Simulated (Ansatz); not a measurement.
# C: the cost of one run

Method: DFT LDA, scalar-relativistic, plane waves, PAW, in Ansatz 0.2.0.

**1. The starting structure**

Symmetry: P6_3/mmc, No. 194, hexagonal system. Conventional cell: a = 2.460 Å, b = 2.460 Å, c = 6.700 Å, α = 90.00°, β = 90.00°, γ = 120.00°. C (site symmetry -6m2) has 3 C at 1.42 Å as nearest neighbours.

Structure file:

```
C
1.0
     2.46000    0.00000    0.00000
    -1.23000    2.13042    0.00000
     0.00000    0.00000    6.70000
C
4
Direct
  0.00000 0.00000 0.25000
  0.33333 0.66667 0.25000
  0.00000 0.00000 0.75000
  0.66667 0.33333 0.75000
```

**2. Relaxing cell and atoms: C, no spin**

Input file input.yaml:

```yaml
crystal:
  lattice:
    - [2.46, 0.0, 0.0]
    - [-1.23, 2.1304224933, 0.0]
    - [0.0, 0.0, 6.7]
  atoms:
    - { symbol: C, position: [0.0, 0.0, 0.25] }
    - { symbol: C, position: [0.3333333333, 0.6666666667, 0.25] }
    - { symbol: C, position: [0.0, 0.0, 0.75] }
    - { symbol: C, position: [0.6666666667, 0.3333333333, 0.75] }
scf:
  occupations: { method: gaussian, width: 0.05 }
output:
  forces: true
  stress: true
  eigenvalues: true
  write_density: true
  write_potential: true
  elf: true
  volumetric_format: npy
kpoints:
  mp_grid: { grid: [24, 24, 8] }
hamiltonian:
  xc: lda
relax:
  f_tol: 0.01
  adjacent_minimum: "off"
  cell: { stress_tol: 0.05 }
```

On the command line:

```console
$ ansatz run input.yaml --threads 2 --pin off --max-ram 6144MiB --backend cpu --events-out ev --progress --plain --runs-dir out
```

**Question.** How long does this run take on 2 threads of Arm Neoverse V1, shared host, and how much memory does it need?

About 32 s, with a peak of 0.4 GiB.
